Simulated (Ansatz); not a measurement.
# AlClLiO radical: single points off equilibrium

An exercise on one series of results from a longer session: the logs are not shown, and one member is left open.

Program: Ansatz 0.2.0, Gaussian basis. Level of theory: single points in def2-TZVPP. These are calculated values, not measurements.

Cores are frozen in the correlated methods. The outer core shell of Li, Na, Mg and K is correlated. Orbitals are unrestricted.

### Starting geometry

4 atoms, charge 0, spin multiplicity 2.

Atoms are counted from 1 here; the program's logs count them from 0.

Bond lengths: Li1–O2 1.564 Å, O2–Al3 1.672 Å, Al3–Cl4 2.123 Å. Angles: Li1–O2–Al3 172.2°, O2–Al3–Cl4 140.3°.

Geometry (Å):

```xyz
4
AlClLiO
Li   -0.27060   -1.15990    2.09290
O     0.12480   -0.23350    0.89610
Al    0.42270    0.61640   -0.51250
Cl   -0.27730    0.76340   -2.51160
```

The first run:

Contents of run/in.yaml:

```yaml
crystal:
  periodic: [false, false, false]
  atoms:
    - {symbol: Li, position_ang: [-0.270600, -1.159900, 2.092900]}
    - {symbol: O, position_ang: [0.124800, -0.233500, 0.896100]}
    - {symbol: Al, position_ang: [0.422700, 0.616400, -0.512500]}
    - {symbol: Cl, position_ang: [-0.277300, 0.763400, -2.511600]}
basis:
  gaussian: {orbitals: def2-TZVPP}
magnetization: {spin_polarized: true, initial_magnetization: 1}
correlation: {method: ccsd_t}
scf: {omitted_lower_state_checks: [cluster_reference]}
output: {forces: true}
```

The command line of these runs was not kept.

Steps of the session up to this table: CCSD(T)/def2-TZVPP; PBE0-D4/def2-TZVPP; wB97M-V/def2-TZVPP; r2SCAN-D4/def2-TZVPP; PBE-D4/def2-TZVPP; r2SCAN0-D4/def2-TZVPP; LC-wPBE/def2-TZVPP.

One table of the session follows, with a row left open; its other results are not shown here.

```
    method  RMS force component (eV/Å)  angle to CCSD(T) forces (°)  dipole (D)
   CCSD(T)                       0.738                    reference        7.81
   PBE0-D4                       0.691                          6.3        7.65
   wB97M-V                       0.703                          4.6        7.52
 r2SCAN-D4                           ?                            ?           ?
    PBE-D4                       0.634                         10.5        7.47
r2SCAN0-D4                       0.771                         11.2        7.78
   LC-wPBE                       0.735                          7.5        7.79
```

Estimate the missing values for r2SCAN-D4.

**Answer.** RMS force component (eV/Å): 0.726; angle to CCSD(T) forces (°): 2.3; dipole (D): 7.76. In the column «RMS force component (eV/Å)» it lies between wB97M-V (0.703) and LC-wPBE (0.735).
